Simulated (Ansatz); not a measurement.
# CO: the cost of one run

Program: Ansatz 0.2.0. Level of theory: DFT PBE+D3(BJ), scalar-relativistic, plane waves, PAW. These are calculated values, not measurements.

### 1 The structure to begin with

The structure is cubic, space group P2_13 (No. 198). The conventional cell has a = 5.630 Å, b = 5.630 Å, c = 5.630 Å, α = 90.00°, β = 90.00°, γ = 90.00°. Around C (site symmetry 3) lie 1 O at 1.06 Å. O (site symmetry 3) is surrounded by 1 C at 1.06 Å.

As a file:

```xyz
16
Lattice="-5.6300 5.6300 0.0000 0.0000 5.6300 -5.6300 -5.6300 0.0000 -5.6300" Properties=species:S:1:pos:R:3 pbc="T T T"
C    -5.8665   11.0235   -5.8665
C    -5.8665    5.3935   -5.8665
C    -8.2085    5.8665   -8.6815
C    -8.2085    5.8665   -3.0515
C    -8.6815    8.6815  -11.0235
C    -3.0515    3.0515   -5.3935
C   -11.0235    8.2085   -8.2085
C    -5.3935    8.2085   -8.2085
O    -5.2528    6.0072   -5.2528
O    -5.2528    0.3772   -5.2528
O    -3.1922    5.2528   -8.0678
O    -3.1922    5.2528   -2.4378
O    -8.0678    8.0678   -6.0072
O    -2.4378    2.4378   -0.3772
O    -6.0072    3.1922   -3.1922
O    -0.3772    3.1922   -3.1922
```

No relaxation comes first: the listed cell is the starting point.

### 2 The perfect supercell on the trajectory's mesh

input.yaml

```yaml
crystal:
  lattice:
    - [-5.63, 5.63, 0.0]
    - [0.0, 5.63, -5.63]
    - [-5.63, 0.0, -5.63]
  atoms:
    - { symbol: C, position: [0.979, 0.979, 0.063] }
    - { symbol: C, position: [0.479, 0.479, 0.563] }
    - { symbol: C, position: [0.479, 0.563, 0.979] }
    - { symbol: C, position: [0.979, 0.063, 0.479] }
    - { symbol: C, position: [0.563, 0.979, 0.979] }
    - { symbol: C, position: [0.063, 0.479, 0.479] }
    - { symbol: C, position: [0.979, 0.479, 0.979] }
    - { symbol: C, position: [0.479, 0.979, 0.479] }
    - { symbol: O, position: [0.5335, 0.5335, 0.3995] }
    - { symbol: O, position: [0.0335, 0.0335, 0.8995] }
    - { symbol: O, position: [0.0335, 0.8995, 0.5335] }
    - { symbol: O, position: [0.5335, 0.3995, 0.0335] }
    - { symbol: O, position: [0.8995, 0.5335, 0.5335] }
    - { symbol: O, position: [0.3995, 0.0335, 0.0335] }
    - { symbol: O, position: [0.5335, 0.0335, 0.5335] }
    - { symbol: O, position: [0.0335, 0.5335, 0.0335] }
  symmetry: { detect: false }
basis:
  ecutwfc: 420
kpoints:
  mp_grid: { grid: [2, 2, 2], shift: [0.5, 0.5, 0.5] }
hamiltonian:
  xc: pbe
  dispersion: d3bj
scf:
  occupations: { method: gaussian, width: 0.1 }
output:
  forces: true
  stress: true
  eigenvalues: true
```

Launch:

```console
ansatz run input.yaml --threads 4 --pin off --max-ram 5120MiB --backend cpu --events-out ev --progress --plain --runs-dir out
```

What time and memory should one allow on 4 threads of an x86-64 CPU, shared host?

About 2 s, with a peak of 0.68 GiB.
